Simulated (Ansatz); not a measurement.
# CH5FO2Zr: one molecule under many settings

How do the results and run time of CH5FO2Zr respond when the settings are drawn wide?

Computed with Ansatz 0.2.0, Gaussian basis. Level: the settings change from run to run.

1 further run of the same task is left out (for a known fault of the program). Runs told in other sessions of the task aren't counted.

### Step 1. The geometry

The structure was relaxed beforehand with PBE0-D4 in a triple-zeta def2 set. Zr takes a core potential in def2 sets; no spin-orbit term is included.

SMILES `[CH3][Zr]([OH])([OH])[F]`, 10 atoms, charge 0, spin multiplicity 1.

Atoms are counted from 1 here; the program's logs count them from 0.

Bond lengths: C1–Zr2 2.224 Å, C1–H6 1.096 Å, C1–H7 1.096 Å, C1–H8 1.095 Å, Zr2–O3 1.915 Å, Zr2–O4 1.915 Å, Zr2–F5 1.917 Å, O3–H9 0.952 Å, O4–H10 0.952 Å. Angles: Zr2–C1–H6 111.0°, Zr2–C1–H7 111.0°, Zr2–C1–H8 111.4°, H6–C1–H7 107.8°, H6–C1–H8 107.7°, H7–C1–H8 107.7°, C1–Zr2–O3 105.6°, C1–Zr2–O4 105.6°, C1–Zr2–F5 106.7°, O3–Zr2–O4 114.5°, O3–Zr2–F5 111.8°, O4–Zr2–F5 111.8°, Zr2–O3–H9 167.5°, Zr2–O4–H10 167.8°.

### Step 2. BHLYP/cc-pVTZ-DK

Options: multiplicity 3, the search for lower states set to full.

in.yaml reads:

```yaml
crystal:
  periodic: [false, false, false]
  atoms:
    - {symbol: C, position_ang: [-1.449159, -0.494641, -0.413126]}
    - {symbol: Zr, position_ang: [0.407394, 0.534342, 0.251683]}
    - {symbol: O, position_ang: [1.058324, -0.483477, 1.738106]}
    - {symbol: O, position_ang: [1.567118, 0.543386, -1.272622]}
    - {symbol: F, position_ang: [-0.102057, 2.308058, 0.770840]}
    - {symbol: H, position_ang: [-2.186057, -0.537485, 0.396988]}
    - {symbol: H, position_ang: [-1.908930, 0.030806, -1.257925]}
    - {symbol: H, position_ang: [-1.245036, -1.522555, -0.732111]}
    - {symbol: H, position_ang: [1.567840, -0.925953, 2.409989]}
    - {symbol: H, position_ang: [2.290563, 0.547500, -1.891811]}
basis:
  gaussian: {orbitals: cc-pVTZ-DK}
magnetization: {spin_polarized: true, initial_magnetization: 2}
hamiltonian: {xc: {name: BHLYP}}
scf: {lower_state_search: full}
output: {forces: true}
```

The run is started by

```console
$ ansatz run in.yaml --threads 4 --pin off --events-out ev --progress --plain --max-ram 10444MiB
```

Output (excerpt; [...] marks lines left out):

```text
Functional definition: BHLYP
  name "BHLYP"
  cite "Becke, J. Chem. Phys. 98, 1372 (1993) doi:10.1063/1.464304"
  cite "Becke, Phys. Rev. A 38, 3098 (1988) doi:10.1103/PhysRevA.38.3098"
  cite "Lee, Yang & Parr, Phys. Rev. B 37, 785 (1988) doi:10.1103/PhysRevB.37.785"
[...]
1806 factors; their error is unknown
[...]
mean field -105851.39032917 eV, -3889.9668459477 hartree, gradient 1.4e-6 eV, S^2 2.004288; 11 other end points of the search recorded, 0 dependent functions left out
[...]
reference -105851.39055848 eV, -3889.9668543745 hartree; 39, 37 occupied and 228, 230 virtual orbitals, 1806 factors
Total energy: -105851.39055848 eV, -3889.9668543745 hartree
Relativity: scalar
Atom 0 at    -1.449159    -0.494641    -0.413126 Å, force    -4.808500    -2.638544    -1.713983 eV/Å
Atom 1 at     0.407394     0.534342     0.251683 Å, force     2.454320    -0.107826     0.383344 eV/Å
Atom 2 at     1.058324    -0.483477     1.738106 Å, force     0.369679    -0.855615     1.547880 eV/Å
Atom 3 at     1.567118     0.543386    -1.272622 Å, force     0.896399     0.208530    -1.560553 eV/Å
Atom 4 at    -0.102057     2.308058     0.770840 Å, force    -0.589176     1.826492     0.522998 eV/Å
Atom 5 at    -2.186057    -0.537485     0.396988 Å, force     0.864187     0.533543     0.310089 eV/Å
Atom 6 at    -1.908930     0.030806    -1.257925 Å, force     0.857441     0.522968     0.341355 eV/Å
Atom 7 at    -1.245036    -1.522555    -0.732111 Å, force     0.769840     0.205056     0.199883 eV/Å
Atom 8 at     1.567840    -0.925953     2.409989 Å, force    -0.349835     0.271524    -0.357321 eV/Å
Atom 9 at     2.290563     0.547500    -1.891811 Å, force    -0.464355     0.033872     0.326309 eV/Å
Dipole moment:    -0.321023    -0.816567    -0.335267 e Å
```

It took 29 s on 4 threads of AMD EPYC 9R45, shared host; peak memory 1.8 GiB.

Largest force 5.746 eV/Å, dipole 4.51 D, ⟨S²⟩ 2.004.

### Step 3. PBE-QIDH/def2-TZVPD

Changes to in.yaml since step 2:

```diff
@@ -14,6 +14,4 @@
 basis:
-  gaussian: {orbitals: cc-pVTZ-DK}
-magnetization: {spin_polarized: true, initial_magnetization: 2}
-hamiltonian: {xc: {name: BHLYP}}
-scf: {lower_state_search: full}
+  gaussian: {orbitals: def2-TZVPD}
+hamiltonian: {xc: {name: PBE-QIDH}}
 output: {forces: true}
```

The command is unchanged.

Output (excerpt; [...] marks lines left out):

```text
Functional definition: PBE-QIDH
  name "PBE-QIDH"
  cite "Brémond, Sancho-García, Pérez-Jiménez & Adamo, J. Chem. Phys. 141, 031101 (2014) doi:10.1063/1.4890314"
  cite "Perdew, Burke & Ernzerhof, Phys. Rev. Lett. 77, 3865 (1996) doi:10.1103/PhysRevLett.77.3865"
[...]
1730 factors; integrals over basis functions are off by at most 1.2e-3 eV
[...]
mean field -9195.40949004 eV, -337.9250658865 hartree, gradient 4.2e-6 eV, S^2 0.000000; 0 other end points of the search recorded, 0 dependent functions left out
4 core orbitals not correlated: weight in the atoms' cores, before any rotation towards them, 1.000 or more for the frozen orbitals, at most 0.000 for the correlated occupied ones
reference -9195.40951170 eV, -337.9250666824 hartree; 20, 20 occupied and 218, 218 virtual orbitals, 1730 factors
second order -37.73116834 eV of doubles, -0.00000000 eV of singles
[...]
Atom 0 at    -1.449159    -0.494641    -0.413126 Å, force    -0.067997    -0.036427    -0.024684 eV/Å
Atom 1 at     0.407394     0.534342     0.251683 Å, force     0.015278    -0.017019    -0.004103 eV/Å
Atom 2 at     1.058324    -0.483477     1.738106 Å, force     0.057792    -0.016218     0.022078 eV/Å
Atom 3 at     1.567118     0.543386    -1.272622 Å, force     0.061690    -0.003237    -0.010046 eV/Å
Atom 4 at    -0.102057     2.308058     0.770840 Å, force     0.011220    -0.050910    -0.015184 eV/Å
Atom 5 at    -2.186057    -0.537485     0.396988 Å, force     0.083070     0.006175    -0.093312 eV/Å
Atom 6 at    -1.908930     0.030806    -1.257925 Å, force     0.051763    -0.058565     0.098238 eV/Å
Atom 7 at    -1.245036    -1.522555    -0.732111 Å, force    -0.022595     0.115058     0.036639 eV/Å
Atom 8 at     1.567840    -0.925953     2.409989 Å, force    -0.080906     0.061197    -0.092273 eV/Å
Atom 9 at     2.290563     0.547500    -1.891811 Å, force    -0.109314    -0.000053     0.082648 eV/Å
Dipole moment:     0.494344    -0.331240    -0.031924 e Å
```

It took 6 s on 4 threads of AMD EPYC 9R45, shared host; peak memory 0.89 GiB.

Largest force 0.137 eV/Å, dipole 2.86 D.

### Step 4. HF/ANO-RCC-VTZP

Set apart from the defaults: a point charge of 1.00 e beside it.

Changes to in.yaml since step 3:

```diff
@@ -14,4 +14,4 @@
 basis:
-  gaussian: {orbitals: def2-TZVPD}
-hamiltonian: {xc: {name: PBE-QIDH}}
+  gaussian: {orbitals: ANO-RCC-VTZP, point_charges: [{charge: 1.00, position_ang: [6.044, 0.453, 0.899]}]}
+hamiltonian: {xc: {name: HF}}
 output: {forces: true}
```

Launched as before.

Output (excerpt; [...] marks lines left out):

```text
Functional definition: HF
  name "HF"
  cite "Fock, Z. Phys. 61, 126 (1930) doi:10.1007/BF01340294"
  parent pbe
[...]
2312 factors; their error is unknown
[...]
mean field -105763.42887586 eV, -3886.7343221610 hartree, gradient 1.4e-5 eV, S^2 0.000000; 0 other end points of the search recorded, 0 dependent functions left out
[...]
reference -105763.42887586 eV, -3886.7343221610 hartree; 38, 38 occupied and 220, 220 virtual orbitals, 2312 factors
Total energy: -105763.42887586 eV, -3886.7343221610 hartree
Relativity: scalar
Atom 0 at    -1.449159    -0.494641    -0.413126 Å, force    -0.323520    -0.188901    -0.123705 eV/Å
Atom 1 at     0.407394     0.534342     0.251683 Å, force    -1.070870     0.381572     0.043933 eV/Å
Atom 2 at     1.058324    -0.483477     1.738106 Å, force     1.256658    -0.609071     1.006850 eV/Å
Atom 3 at     1.567118     0.543386    -1.272622 Å, force     1.636988     0.014404    -0.817548 eV/Å
Atom 4 at    -0.102057     2.308058     0.770840 Å, force     0.207042    -0.144320    -0.022170 eV/Å
Atom 5 at    -2.186057    -0.537485     0.396988 Å, force     0.172754     0.002051    -0.231009 eV/Å
Atom 6 at    -1.908930     0.030806    -1.257925 Å, force     0.094517    -0.153193     0.223177 eV/Å
Atom 7 at    -1.245036    -1.522555    -0.732111 Å, force    -0.088846     0.242855     0.070166 eV/Å
Atom 8 at     1.567840    -0.925953     2.409989 Å, force    -0.830533     0.437657    -0.691226 eV/Å
Atom 9 at     2.290563     0.547500    -1.891811 Å, force    -1.066186     0.003301     0.532598 eV/Å
Dipole moment:     0.295196    -0.360525    -0.064561 e Å
```

It took 4.8 s on 4 threads of AMD EPYC 9R45, shared host; peak memory 1.4 GiB.

Largest force 1.830 eV/Å, dipole 2.26 D.

### Step 5. B2PLYP/ANO-RCC-VTZP

Changes to in.yaml since step 4:

```diff
@@ -14,4 +14,4 @@
 basis:
-  gaussian: {orbitals: ANO-RCC-VTZP, point_charges: [{charge: 1.00, position_ang: [6.044, 0.453, 0.899]}]}
-hamiltonian: {xc: {name: HF}}
+  gaussian: {orbitals: ANO-RCC-VTZP}
+hamiltonian: {xc: {name: B2PLYP}}
 output: {forces: true}
```

Same command.

Output (excerpt; [...] marks lines left out):

```text
Functional definition: B2PLYP
  name "B2PLYP"
  cite "Grimme, J. Chem. Phys. 124, 034108 (2006) doi:10.1063/1.2148954"
  cite "Becke, Phys. Rev. A 38, 3098 (1988) doi:10.1103/PhysRevA.38.3098"
  cite "Lee, Yang & Parr, Phys. Rev. B 37, 785 (1988) doi:10.1103/PhysRevB.37.785"
[...]
1635 factors; integrals over basis functions are off by at most 1.1e-3 eV
[...]
mean field -105832.83519973 eV, -3889.2849575178 hartree, gradient 6.8e-6 eV, S^2 0.000000; 0 other end points of the search recorded, 0 dependent functions left out
18 core orbitals not correlated: weight in the atoms' cores, before any rotation towards them, 1.000 or more for the frozen orbitals, at most 0.000 for the correlated occupied ones
reference -105832.83542276 eV, -3889.2849657139 hartree; 20, 20 occupied and 220, 220 virtual orbitals, 1635 factors
second order -43.51025298 eV of doubles, -0.00000000 eV of singles
[...]
Relativity: scalar
Atom 0 at    -1.449159    -0.494641    -0.413126 Å, force    -0.205769    -0.107862    -0.072256 eV/Å
Atom 1 at     0.407394     0.534342     0.251683 Å, force    -0.038629     0.056344     0.012104 eV/Å
Atom 2 at     1.058324    -0.483477     1.738106 Å, force     0.040416    -0.081658     0.111584 eV/Å
Atom 3 at     1.567118     0.543386    -1.272622 Å, force     0.079053    -0.001861    -0.120390 eV/Å
Atom 4 at    -0.102057     2.308058     0.770840 Å, force    -0.048091     0.130363     0.036645 eV/Å
Atom 5 at    -2.186057    -0.537485     0.396988 Å, force     0.062312     0.002565    -0.073553 eV/Å
Atom 6 at    -1.908930     0.030806    -1.257925 Å, force     0.038144    -0.047529     0.075216 eV/Å
Atom 7 at    -1.245036    -1.522555    -0.732111 Å, force    -0.021950     0.088294     0.027526 eV/Å
Atom 8 at     1.567840    -0.925953     2.409989 Å, force     0.036526    -0.040571     0.064227 eV/Å
Atom 9 at     2.290563     0.547500    -1.891811 Å, force     0.057988     0.001915    -0.061103 eV/Å
Dipole moment:     0.493173    -0.334649    -0.033332 e Å
```

Wall time 16 s (4 threads of AMD EPYC 9R45, shared host); peak memory 1.3 GiB.

Largest force 0.243 eV/Å, dipole 2.87 D.

### Step 6. CAM-B3LYP/def2-SVP

This run has D3(BJ) with three-body dispersion.

Changes to in.yaml since step 5:

```diff
@@ -14,4 +14,3 @@
 basis:
-  gaussian: {orbitals: ANO-RCC-VTZP}
-hamiltonian: {xc: {name: B2PLYP}}
-output: {forces: true}
+  gaussian: {orbitals: def2-SVP}
+hamiltonian: {xc: {name: CAM-B3LYP}, dispersion: d3bjatm}
```

The command is unchanged.

Output (excerpt; [...] marks lines left out):

```text
Functional definition: CAM-B3LYP
  name "CAM-B3LYP"
  cite "Yanai, Tew & Handy, Chem. Phys. Lett. 393, 51 (2004) doi:10.1016/j.cplett.2004.06.011"
  cite "Iikura, Tsuneda, Yanai & Hirao, J. Chem. Phys. 115, 3540 (2001) doi:10.1063/1.1383587"
  cite "Becke, Phys. Rev. A 38, 3098 (1988) doi:10.1103/PhysRevA.38.3098"
  cite "Lee, Yang & Parr, Phys. Rev. B 37, 785 (1988) doi:10.1103/PhysRevB.37.785"
  cite "Vosko, Wilk & Nusair, Can. J. Phys. 58, 1200 (1980) doi:10.1139/p80-159"
[...]
  # Exact exchange under (alpha + beta erf(omega r))/r, Becke's under what is left of 1/r.
[...]
1204 factors; their error is unknown
306 factors; integrals over basis functions are off by at most 1.1e-5 eV
[...]
mean field -9206.10973318 eV, -338.3182925691 hartree, gradient 8.0e-5 eV, S^2 0.000000; 0 other end points of the search recorded, 0 dependent functions left out
reference -9206.10990574 eV, -338.3182989105 hartree; 24, 24 occupied and 88, 88 virtual orbitals, 1204 factors
Total energy: -9206.26346951 eV, -338.3239422751 hartree
```

Run time: 0.5 s. Hardware: 4 threads of AMD EPYC 9R45, shared host.

### Step 7. RPBE/def2-mTZVPP

This run has D3(BJ) dispersion.

Changes to in.yaml since step 6:

```diff
@@ -14,3 +14,4 @@
 basis:
-  gaussian: {orbitals: def2-SVP}
-hamiltonian: {xc: {name: CAM-B3LYP}, dispersion: d3bjatm}
+  gaussian: {orbitals: def2-mTZVPP}
+hamiltonian: {xc: {name: RPBE}, dispersion: d3bj}
+output: {forces: true}
```

The command is unchanged.

Output (excerpt; [...] marks lines left out):

```text
Functional definition: RPBE
  name "RPBE"
  cite "Hammer, Hansen & Nørskov, Phys. Rev. B 59, 7413 (1999) doi:10.1103/PhysRevB.59.7413"
  cite "Perdew, Burke & Ernzerhof, Phys. Rev. Lett. 77, 3865 (1996) doi:10.1103/PhysRevLett.77.3865"
[...]
1249 factors; their error is unknown
[...]
mean field -9219.69138708 eV, -338.8174091441 hartree, gradient 5.8e-5 eV, S^2 0.000000; 0 other end points of the search recorded, 0 dependent functions left out
[...]
reference -9219.69147031 eV, -338.8174122026 hartree; 24, 24 occupied and 125, 125 virtual orbitals, 1249 factors
Total energy: -9220.87379934 eV, -338.8608619931 hartree
Atom 0 at    -1.449159    -0.494641    -0.413126 Å, force     0.057332     0.018821     0.015459 eV/Å
Atom 1 at     0.407394     0.534342     0.251683 Å, force    -0.377958    -0.283440    -0.162071 eV/Å
Atom 2 at     1.058324    -0.483477     1.738106 Å, force    -0.120160    -0.253780     0.328407 eV/Å
Atom 3 at     1.567118     0.543386    -1.272622 Å, force     0.011508    -0.002047    -0.428608 eV/Å
Atom 4 at    -0.102057     2.308058     0.770840 Å, force    -0.236671     0.811805     0.237541 eV/Å
Atom 5 at    -2.186057    -0.537485     0.396988 Å, force    -0.140983     0.005710     0.200726 eV/Å
Atom 6 at    -1.908930     0.030806    -1.257925 Å, force    -0.075353     0.139764    -0.186680 eV/Å
Atom 7 at    -1.245036    -1.522555    -0.732111 Å, force     0.070375    -0.225780    -0.064962 eV/Å
Atom 8 at     1.567840    -0.925953     2.409989 Å, force     0.354793    -0.214232     0.341340 eV/Å
Atom 9 at     2.290563     0.547500    -1.891811 Å, force     0.457119     0.003179    -0.281153 eV/Å
Dipole moment:     0.484049    -0.314631    -0.027923 e Å
```

It took 0.65 s on 4 threads of AMD EPYC 9R45, shared host.

Largest force 0.878 eV/Å, dipole 2.78 D.

### Step 8. The runs in one table

```tsv
level	charge	multiplicity	geometry	functions	energy (eV)	time
BHLYP/cc-pVTZ-DK	0	3	relaxed	267	-105851.391	29 s
PBE-QIDH/def2-TZVPD	0	1	relaxed	242	-9207.987	6 s
HF/ANO-RCC-VTZP	0	1	relaxed, point charge	258	-105763.429	4.8 s
B2PLYP/ANO-RCC-VTZP	0	1	relaxed	258	-105844.583	16 s
CAM-B3LYP/def2-SVP	0	1	relaxed	112	-9206.263	0.5 s
RPBE/def2-mTZVPP	0	1	relaxed	149	-9220.874	0.65 s
```

### Step 9. Outcome

| quantity | value |
| --- | --- |
| runs | 6 |
| quickest | CAM-B3LYP/def2-SVP, 0.5 s |
| slowest | BHLYP/cc-pVTZ-DK, 29 s |
| spread of total energies, same state and geometry | 96638.3 eV |
| dipole, same state and geometry | 2.78 to 2.87 D |

What this shows: Run time spans a factor of 57, from CAM-B3LYP/def2-SVP to BHLYP/cc-pVTZ-DK. The jobs differ in tasks and options as well as level. Total energies at one charge and spin differ by 96638 eV between levels, so only differences within one level mean anything. Some of these runs are scalar-relativistic and others not, which shifts the totals of all-electron atoms past neon by several eV an atom and more; core potentials, where a basis has them, take the core out of the total altogether. At the PBE0-D4/def2-TZVP geometry and in the same state, the sound runs without point charges leave forces up to 0.88 eV/Å (RPBE/def2-mTZVPP). At that geometry and state the dipole changes by 3 % between the lowest and highest value.
